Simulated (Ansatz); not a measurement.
# GaBHCl (triplet): RPA-PBE over a scan of the distance Ga2–Cl3, cc-pVDZ

How well do these functionals follow the top wave-function level for GaBHCl (triplet) over a scan of the distance Ga2–Cl3?

Method: cc-pVDZ, all electrons in the functionals, frozen cores in the correlation of double hybrids and RPA; program: Ansatz 0.2.0, Gaussian basis.

To be run: RPA-PBE, at 1.682 Å; 1.919 Å; 2.110 Å; 2.287 Å; 2.620 Å; 2.947 Å; 3.369 Å; 3.822 Å; 4.637 Å; 5.582 Å; 7.230 Å.

40 further runs of the same task are left out: 1 for a known fault of the program, 34 that didn't finish, 5 set aside as unsound or not needed.

## 1. The system

The geometry derives from a PBE0/def2-TZVP stationary point (not a proven minimum). One bond is set to the value named and the two fragments are kept rigid. No spin-orbit coupling is included. The filled d shell of Ga may be among the frozen orbitals whatever the setting's name suggests; the logs give the count.

4 atoms, charge 0, spin multiplicity 3.

Atoms are counted from 1 here; the program's logs count them from 0.

Bond lengths: B1–Ga2 1.909 Å, B1–H4 1.183 Å, Ga2–Cl3 2.110 Å. Angles: Ga2–B1–H4 148.6°, B1–Ga2–Cl3 161.5°.

No dispersion term is added.

The geometry shown and the zero of energy belong to the point 2.110 Å. The yardstick, UCCSDT(Q), and other wave-function levels (R restricted, U unrestricted, valence and pair active spaces) come from earlier runs.

## 2. RPA-PBE, 1.682 Å

in.yaml reads:

```yaml
crystal:
  periodic: [false, false, false]
  atoms:
    - {symbol: B, position_ang: [0.000000, -0.354325, 2.167341]}
    - {symbol: Ga, position_ang: [0.000000, 0.086630, 0.310401]}
    - {symbol: Cl, position_ang: [0.000000, -0.062669, -1.364960]}
    - {symbol: H, position_ang: [0.000000, 0.012216, 3.292528]}
basis:
  gaussian: {orbitals: cc-pVDZ}
magnetization: {spin_polarized: true, initial_magnetization: 2}
hamiltonian: {xc: {name: PBE}}
correlation: {method: rpa, electrons: outside_noble_gas}
```

On the command line:

```console
$ ansatz run in.yaml --threads 1 --pin off --events-out ev --progress --plain --max-ram 2393MiB
```

Standard output:

```text
Functional definition: PBE
  name "PBE"
  cite "Perdew, Burke & Ernzerhof, Phys. Rev. Lett. 77, 3865 (1996) doi:10.1103/PhysRevLett.77.3865"
  parent pbe
  parameter kappa = 0.804
  parameter beta = 0.06672455060314922
  exchange = pbe_x(kappa = kappa, mu = beta*pi^2/3)
  correlation = pbe_c(beta = beta)
699 factors; integrals over basis functions are off by at most 1.3e-3 eV
mean field evaluation 1: about -65568.6077 eV, gradient 2.4e1 eV
mean field evaluation 2: about -65568.6046 eV, gradient 2.4e1 eV
mean field evaluation 4: about -65572.2628 eV, gradient 1.0e1 eV
mean field evaluation 8: about -65573.0543 eV, gradient 2.4e-1 eV
mean field evaluation 16: about -65573.0548 eV, gradient 5.4e-5 eV
mean field evaluation 32: about -65570.0444 eV, gradient 1.3e0 eV
mean field -65573.05482968 eV, -2409.7653179780 hartree, gradient 3.8e-6 eV, S^2 2.005282; 0 other end points of the search recorded, 0 dependent functions left out
20 core orbitals not correlated, not the lowest: weight in the atoms' cores, before any rotation towards them, 0.511 or more for the frozen orbitals, at most 0.464 for the correlated occupied ones
reference -65519.07882245 eV, -2407.7817362982 hartree; 8, 6 occupied and 36, 38 virtual orbitals, 699 factors
Total energy: -65530.73284674 eV, -2408.2100137917 hartree
```

It took 3 s on 1 thread of AMD EPYC 7R43, shared host.

From the report: ⟨S²⟩ of the determinant 2.005 (pure triplet: 2.00).

## 3. RPA-PBE, 1.919 Å

in.yaml reads:

```yaml
crystal:
  periodic: [false, false, false]
  atoms:
    - {symbol: B, position_ang: [0.000000, -0.347950, 2.238876]}
    - {symbol: Ga, position_ang: [0.000000, 0.093005, 0.381936]}
    - {symbol: Cl, position_ang: [0.000000, -0.077331, -1.529489]}
    - {symbol: H, position_ang: [0.000000, 0.018591, 3.364063]}
basis:
  gaussian: {orbitals: cc-pVDZ}
magnetization: {spin_polarized: true, initial_magnetization: 2}
hamiltonian: {xc: {name: PBE}}
correlation: {method: rpa, electrons: outside_noble_gas}
```

Same command.

Standard output (excerpt; [...] marks lines left out):

```text
Functional definition: PBE
  name "PBE"
  cite "Perdew, Burke & Ernzerhof, Phys. Rev. Lett. 77, 3865 (1996) doi:10.1103/PhysRevLett.77.3865"
  parent pbe
[...]
700 factors; integrals over basis functions are off by at most 6.0e-4 eV
[...]
mean field -65575.99794867 eV, -2409.8734756058 hartree, gradient 4.0e-6 eV, S^2 2.005503; 0 other end points of the search recorded, 0 dependent functions left out
20 core orbitals not correlated: weight in the atoms' cores, before any rotation towards them, 0.529 or more for the frozen orbitals, at most 0.459 for the correlated occupied ones
reference -65522.13211876 eV, -2407.8939428681 hartree; 8, 6 occupied and 36, 38 virtual orbitals, 700 factors
Total energy: -65533.93893177 eV, -2408.3278352435 hartree
```

Run time: 3.3 s. Hardware: 1 thread of AMD EPYC 7R43, shared host.

From the report: ⟨S²⟩ of the determinant 2.006 (pure triplet: 2.00).

## 4. RPA-PBE, 2.110 Å

in.yaml reads:

```yaml
crystal:
  periodic: [false, false, false]
  atoms:
    - {symbol: B, position_ang: [0.000000, -0.342826, 2.296381]}
    - {symbol: Ga, position_ang: [0.000000, 0.098129, 0.439441]}
    - {symbol: Cl, position_ang: [0.000000, -0.089117, -1.661752]}
    - {symbol: H, position_ang: [0.000000, 0.023715, 3.421568]}
basis:
  gaussian: {orbitals: cc-pVDZ}
magnetization: {spin_polarized: true, initial_magnetization: 2}
hamiltonian: {xc: {name: PBE}}
correlation: {method: rpa, electrons: outside_noble_gas}
```

Same command.

Standard output (excerpt; [...] marks lines left out):

```text
Functional definition: PBE
  name "PBE"
  cite "Perdew, Burke & Ernzerhof, Phys. Rev. Lett. 77, 3865 (1996) doi:10.1103/PhysRevLett.77.3865"
  parent pbe
[...]
697 factors; integrals over basis functions are off by at most 6.3e-4 eV
[...]
mean field -65576.55291873 eV, -2409.8938703793 hartree, gradient 3.6e-6 eV, S^2 2.005701; 1 other end points of the search recorded, 0 dependent functions left out
20 core orbitals not correlated: weight in the atoms' cores, before any rotation towards them, 0.746 or more for the frozen orbitals, at most 0.248 for the correlated occupied ones
reference -65522.65422714 eV, -2407.9131299972 hartree; 8, 6 occupied and 36, 38 virtual orbitals, 697 factors
Total energy: -65534.57865962 eV, -2408.3513448081 hartree
```

Run time: 4 s. Hardware: 1 thread of AMD EPYC 7R43, shared host.

From the report: ⟨S²⟩ of the determinant 2.006 (pure triplet: 2.00).

## 5. RPA-PBE, 2.287 Å

in.yaml reads:

```yaml
crystal:
  periodic: [false, false, false]
  atoms:
    - {symbol: B, position_ang: [0.000000, -0.338052, 2.349951]}
    - {symbol: Ga, position_ang: [0.000000, 0.102903, 0.493011]}
    - {symbol: Cl, position_ang: [0.000000, -0.100097, -1.784962]}
    - {symbol: H, position_ang: [0.000000, 0.028489, 3.475138]}
basis:
  gaussian: {orbitals: cc-pVDZ}
magnetization: {spin_polarized: true, initial_magnetization: 2}
hamiltonian: {xc: {name: PBE}}
correlation: {method: rpa, electrons: outside_noble_gas}
```

Same command.

Standard output (excerpt; [...] marks lines left out):

```text
Functional definition: PBE
  name "PBE"
  cite "Perdew, Burke & Ernzerhof, Phys. Rev. Lett. 77, 3865 (1996) doi:10.1103/PhysRevLett.77.3865"
  parent pbe
[...]
695 factors; integrals over basis functions are off by at most 6.6e-4 eV
[...]
mean field -65576.45425424 eV, -2409.8902445262 hartree, gradient 4.7e-6 eV, S^2 2.005891; 1 other end points of the search recorded, 0 dependent functions left out
20 core orbitals not correlated: weight in the atoms' cores, before any rotation towards them, 0.923 or more for the frozen orbitals, at most 0.074 for the correlated occupied ones
reference -65522.47349126 eV, -2407.9064880762 hartree; 8, 6 occupied and 36, 38 virtual orbitals, 695 factors
Total energy: -65534.50293968 eV, -2408.3485621517 hartree
```

Run time: 3.6 s. Hardware: 1 thread of AMD EPYC 7R43, shared host.

From the report: ⟨S²⟩ of the determinant 2.006 (pure triplet: 2.00).

From 2.110 Å: +0.076 eV.

## 6. RPA-PBE, 2.620 Å

in.yaml reads:

```yaml
crystal:
  periodic: [false, false, false]
  atoms:
    - {symbol: B, position_ang: [0.000000, -0.253973, 1.299588]}
    - {symbol: Ga, position_ang: [0.000000, 0.186982, -0.557352]}
    - {symbol: Cl, position_ang: [0.000000, -0.045576, -3.167011]}
    - {symbol: H, position_ang: [0.000000, 0.112568, 2.424775]}
basis:
  gaussian: {orbitals: cc-pVDZ}
magnetization: {spin_polarized: true, initial_magnetization: 2}
hamiltonian: {xc: {name: PBE}}
correlation: {method: rpa, electrons: outside_noble_gas}
```

The command is unchanged.

Standard output (excerpt; [...] marks lines left out):

```text
Functional definition: PBE
  name "PBE"
  cite "Perdew, Burke & Ernzerhof, Phys. Rev. Lett. 77, 3865 (1996) doi:10.1103/PhysRevLett.77.3865"
  parent pbe
[...]
695 factors; integrals over basis functions are off by at most 6.9e-4 eV
[...]
mean field -65575.70682681 eV, -2409.8627770746 hartree, gradient 5.1e-6 eV, S^2 2.006292; 6 other end points of the search recorded, 0 dependent functions left out
20 core orbitals not correlated: weight in the atoms' cores, before any rotation towards them, 0.988 or more for the frozen orbitals, at most 0.006 for the correlated occupied ones
reference -65521.50845540 eV, -2407.8710236623 hartree; 8, 6 occupied and 36, 38 virtual orbitals, 695 factors
Total energy: -65533.73700264 eV, -2408.3204144848 hartree
```

Run time: 9 s. Hardware: 1 thread of AMD EPYC 7R43, shared host.

From the report: ⟨S²⟩ of the determinant 2.006 (pure triplet: 2.00).

From 2.110 Å: +0.842 eV.

## 7. RPA-PBE, 2.947 Å

in.yaml reads:

```yaml
crystal:
  periodic: [false, false, false]
  atoms:
    - {symbol: B, position_ang: [0.000000, -0.246717, 1.381015]}
    - {symbol: Ga, position_ang: [0.000000, 0.194238, -0.475925]}
    - {symbol: Cl, position_ang: [0.000000, -0.067345, -3.411293]}
    - {symbol: H, position_ang: [0.000000, 0.119824, 2.506202]}
basis:
  gaussian: {orbitals: cc-pVDZ}
magnetization: {spin_polarized: true, initial_magnetization: 2}
hamiltonian: {xc: {name: PBE}}
correlation: {method: rpa, electrons: outside_noble_gas}
```

The command is unchanged.

Standard output (excerpt; [...] marks lines left out):

```text
Functional definition: PBE
  name "PBE"
  cite "Perdew, Burke & Ernzerhof, Phys. Rev. Lett. 77, 3865 (1996) doi:10.1103/PhysRevLett.77.3865"
  parent pbe
[...]
695 factors; integrals over basis functions are off by at most 7.0e-4 eV
[...]
mean field -65574.87860867 eV, -2409.8323406194 hartree, gradient 7.7e-6 eV, S^2 2.007010; 9 other end points of the search recorded, 0 dependent functions left out
20 core orbitals not correlated: weight in the atoms' cores, before any rotation towards them, 0.992 or more for the frozen orbitals, at most 0.004 for the correlated occupied ones
reference -65520.43302296 eV, -2407.8315022490 hartree; 8, 6 occupied and 36, 38 virtual orbitals, 695 factors
Total energy: -65532.89354810 eV, -2408.2894181019 hartree
```

It took 18 s on 1 thread of AMD EPYC 7R43, shared host.

From the report: ⟨S²⟩ of the determinant 2.007 (pure triplet: 2.00).

From 2.110 Å: +1.685 eV.

## 8. RPA-PBE, 3.369 Å

in.yaml reads:

```yaml
crystal:
  periodic: [false, false, false]
  atoms:
    - {symbol: B, position_ang: [0.000000, -0.237353, 1.486099]}
    - {symbol: Ga, position_ang: [0.000000, 0.203602, -0.370841]}
    - {symbol: Cl, position_ang: [0.000000, -0.095438, -3.726543]}
    - {symbol: H, position_ang: [0.000000, 0.129188, 2.611286]}
basis:
  gaussian: {orbitals: cc-pVDZ}
magnetization: {spin_polarized: true, initial_magnetization: 2}
hamiltonian: {xc: {name: PBE}}
correlation: {method: rpa, electrons: outside_noble_gas}
```

Launched as before.

Standard output (excerpt; [...] marks lines left out):

```text
Functional definition: PBE
  name "PBE"
  cite "Perdew, Burke & Ernzerhof, Phys. Rev. Lett. 77, 3865 (1996) doi:10.1103/PhysRevLett.77.3865"
  parent pbe
[...]
695 factors; integrals over basis functions are off by at most 7.0e-4 eV
[...]
mean field -65574.02482846 eV, -2409.8009647755 hartree, gradient 2.3e-6 eV, S^2 2.017189; 13 other end points of the search recorded, 0 dependent functions left out
20 core orbitals not correlated: weight in the atoms' cores, before any rotation towards them, 0.993 or more for the frozen orbitals, at most 0.004 for the correlated occupied ones
reference -65519.24718364 eV, -2407.7879234580 hartree; 8, 6 occupied and 36, 38 virtual orbitals, 695 factors
Total energy: -65532.09068665 eV, -2408.2599134881 hartree
```

It took 16 s on 1 thread of AMD EPYC 7R43, shared host.

From the report: ⟨S²⟩ of the determinant 2.017 (pure triplet: 2.00).

From 2.110 Å: +2.488 eV.

## 9. RPA-PBE, 3.822 Å

in.yaml reads:

```yaml
crystal:
  periodic: [false, false, false]
  atoms:
    - {symbol: B, position_ang: [0.000000, -0.227300, 1.598902]}
    - {symbol: Ga, position_ang: [0.000000, 0.213655, -0.258038]}
    - {symbol: Cl, position_ang: [0.000000, -0.125595, -4.064952]}
    - {symbol: H, position_ang: [0.000000, 0.139241, 2.724089]}
basis:
  gaussian: {orbitals: cc-pVDZ}
magnetization: {spin_polarized: true, initial_magnetization: 2}
hamiltonian: {xc: {name: PBE}}
correlation: {method: rpa, electrons: outside_noble_gas}
```

Launched as before.

Standard output (excerpt; [...] marks lines left out):

```text
Functional definition: PBE
  name "PBE"
  cite "Perdew, Burke & Ernzerhof, Phys. Rev. Lett. 77, 3865 (1996) doi:10.1103/PhysRevLett.77.3865"
  parent pbe
[...]
695 factors; integrals over basis functions are off by at most 7.1e-4 eV
[...]
mean field -65573.44269850 eV, -2409.7795718940 hartree, gradient 7.6e-7 eV, S^2 2.102142; 7 other end points of the search recorded, 0 dependent functions left out
20 core orbitals not correlated: weight in the atoms' cores, before any rotation towards them, 0.994 or more for the frozen orbitals, at most 0.004 for the correlated occupied ones
reference -65518.60523311 eV, -2407.7643322110 hartree; 8, 6 occupied and 36, 38 virtual orbitals, 695 factors
Total energy: -65531.65707606 eV, -2408.2439785925 hartree
```

Run time: 27 s. Hardware: 1 thread of AMD EPYC 7R43, shared host.

From the report: ⟨S²⟩ of the determinant 2.102 (pure triplet: 2.00).

From 2.110 Å: +2.922 eV.

## 10. RPA-PBE, 4.637 Å

in.yaml reads:

```yaml
crystal:
  periodic: [false, false, false]
  atoms:
    - {symbol: B, position_ang: [0.000000, -0.209215, 1.801847]}
    - {symbol: Ga, position_ang: [0.000000, 0.231740, -0.055093]}
    - {symbol: Cl, position_ang: [0.000000, -0.179851, -4.673789]}
    - {symbol: H, position_ang: [0.000000, 0.157326, 2.927034]}
basis:
  gaussian: {orbitals: cc-pVDZ}
magnetization: {spin_polarized: true, initial_magnetization: 2}
hamiltonian: {xc: {name: PBE}}
correlation: {method: rpa, electrons: outside_noble_gas}
```

The command is unchanged.

Standard output (excerpt; [...] marks lines left out):

```text
Functional definition: PBE
  name "PBE"
  cite "Perdew, Burke & Ernzerhof, Phys. Rev. Lett. 77, 3865 (1996) doi:10.1103/PhysRevLett.77.3865"
  parent pbe
[...]
695 factors; integrals over basis functions are off by at most 7.1e-4 eV
[...]
mean field -65573.01169402 eV, -2409.7637327714 hartree, gradient 7.2e-7 eV, S^2 2.240622; 22 other end points of the search recorded, 0 dependent functions left out
20 core orbitals not correlated: weight in the atoms' cores, before any rotation towards them, 0.994 or more for the frozen orbitals, at most 0.004 for the correlated occupied ones
reference -65518.81152003 eV, -2407.7719131156 hartree; 8, 6 occupied and 36, 38 virtual orbitals, 695 factors
Total energy: -65531.58773334 eV, -2408.2414302946 hartree
```

Wall time 70 s (1 thread of AMD EPYC 7R43, shared host).

From the report: ⟨S²⟩ of the determinant 2.241 (pure triplet: 2.00).

From 2.110 Å: +2.991 eV.

## 11. RPA-PBE, 5.582 Å

in.yaml reads:

```yaml
crystal:
  periodic: [false, false, false]
  atoms:
    - {symbol: B, position_ang: [0.000000, -0.188245, 2.037165]}
    - {symbol: Ga, position_ang: [0.000000, 0.252710, 0.180225]}
    - {symbol: Cl, position_ang: [0.000000, -0.242761, -5.379742]}
    - {symbol: H, position_ang: [0.000000, 0.178296, 3.162352]}
basis:
  gaussian: {orbitals: cc-pVDZ}
magnetization: {spin_polarized: true, initial_magnetization: 2}
hamiltonian: {xc: {name: PBE}}
correlation: {method: rpa, electrons: outside_noble_gas}
```

The command is unchanged.

Standard output (excerpt; [...] marks lines left out):

```text
Functional definition: PBE
  name "PBE"
  cite "Perdew, Burke & Ernzerhof, Phys. Rev. Lett. 77, 3865 (1996) doi:10.1103/PhysRevLett.77.3865"
  parent pbe
[...]
695 factors; integrals over basis functions are off by at most 7.1e-4 eV
[...]
mean field -65572.86283475 eV, -2409.7582622944 hartree, gradient 5.1e-10 eV, S^2 2.725867; 20 other end points of the search recorded, 0 dependent functions left out
20 core orbitals not correlated: weight in the atoms' cores, before any rotation towards them, 0.991 or more for the frozen orbitals, at most 0.005 for the correlated occupied ones
reference -65518.72061632 eV, -2407.7685724658 hartree; 8, 6 occupied and 36, 38 virtual orbitals, 695 factors
Total energy: -65531.66128798 eV, -2408.2441333778 hartree
```

It took 60 s on 1 thread of AMD EPYC 7R43, shared host.

From the report: ⟨S²⟩ of the determinant 2.726 (pure triplet: 2.00). The determinant is far from a pure spin state, so its energy mixes those of several spin states (harmless only where they are near-degenerate, as at dissociation).

From 2.110 Å: +2.917 eV.

## 12. RPA-PBE, 7.230 Å

in.yaml reads:

```yaml
crystal:
  periodic: [false, false, false]
  atoms:
    - {symbol: B, position_ang: [0.000000, -0.151675, 2.447539]}
    - {symbol: Ga, position_ang: [0.000000, 0.289280, 0.590599]}
    - {symbol: Cl, position_ang: [0.000000, -0.352472, -6.610863]}
    - {symbol: H, position_ang: [0.000000, 0.214866, 3.572726]}
basis:
  gaussian: {orbitals: cc-pVDZ}
magnetization: {spin_polarized: true, initial_magnetization: 2}
hamiltonian: {xc: {name: PBE}}
correlation: {method: rpa, electrons: outside_noble_gas}
```

Launched as before.

Standard output (excerpt; [...] marks lines left out):

```text
Functional definition: PBE
  name "PBE"
  cite "Perdew, Burke & Ernzerhof, Phys. Rev. Lett. 77, 3865 (1996) doi:10.1103/PhysRevLett.77.3865"
  parent pbe
[...]
695 factors; integrals over basis functions are off by at most 7.1e-4 eV
[...]
mean field -65572.79317949 eV, -2409.7557025107 hartree, gradient 1.8e-6 eV, S^2 2.764506; 17 other end points of the search recorded, 0 dependent functions left out
20 core orbitals not correlated: weight in the atoms' cores, before any rotation towards them, 0.991 or more for the frozen orbitals, at most 0.005 for the correlated occupied ones
reference -65518.69037777 eV, -2407.7674612195 hartree; 8, 6 occupied and 36, 38 virtual orbitals, 695 factors
Total energy: -65531.76176573 eV, -2408.2478258671 hartree
```

Run time: 88 s. Hardware: 1 thread of AMD EPYC 7R43, shared host.

From the report: ⟨S²⟩ of the determinant 2.765 (pure triplet: 2.00). The determinant is far from a pure spin state, so its energy mixes those of several spin states (harmless only where they are near-degenerate, as at dissociation).

From 2.110 Å: +2.817 eV.

## 13. The comparison

The yardstick is UCCSDT(Q), where the cluster series has nearly closed. It comes from earlier runs at the same points. Energies in eV, counted from 2.110 Å; blanks weren't run or aren't comparable.

| level | 1.682 Å | 1.919 Å | 2.110 Å | 2.287 Å | 2.620 Å | 2.947 Å | 3.369 Å | 3.822 Å | 4.637 Å | 5.582 Å | 7.230 Å |
| --- | --- | --- | --- | --- | --- | --- | --- | --- | --- | --- | --- |
| UCCSDT(Q) | 3.761 | 0.603 | 0.000 | 0.110 | 0.938 | 1.856 |  |  |  |  |  |
| RPA-PBE | 3.846 | 0.640 | 0.000 | 0.076 | 0.842 | 1.685 | 2.488 | 2.922 | 2.991 | 2.917 | 2.817 |

Largest miss and mean time a point (UCCSDT(Q) took 2.2 min a point; shared hosts):

| level | largest miss (eV) | where | time a point |
| --- | --- | --- | --- |
| RPA-PBE | -0.171 | 2.947 Å | 27 s |

## 14. Outcome

| quantity | value |
| --- | --- |
| span of the UCCSDT(Q) curve (points where it is known) | 3.761 eV |
| largest miss, RPA-PBE | -0.171 eV (2.947 Å) |

In words: Misses are known at 5 of 10 points at best, and only functionals with that many are ranked. RPA-PBE strays by up to 0.171 eV, at 2.947 Å. RPA-PBE clearly breaks the spin symmetry at some points (⟨S²⟩ up to 0.76 above the pure value), so energy there is bought with a mixed spin. Functionals and the yardstick converge differently with the basis, so part of each miss in cc-pVDZ is the basis.
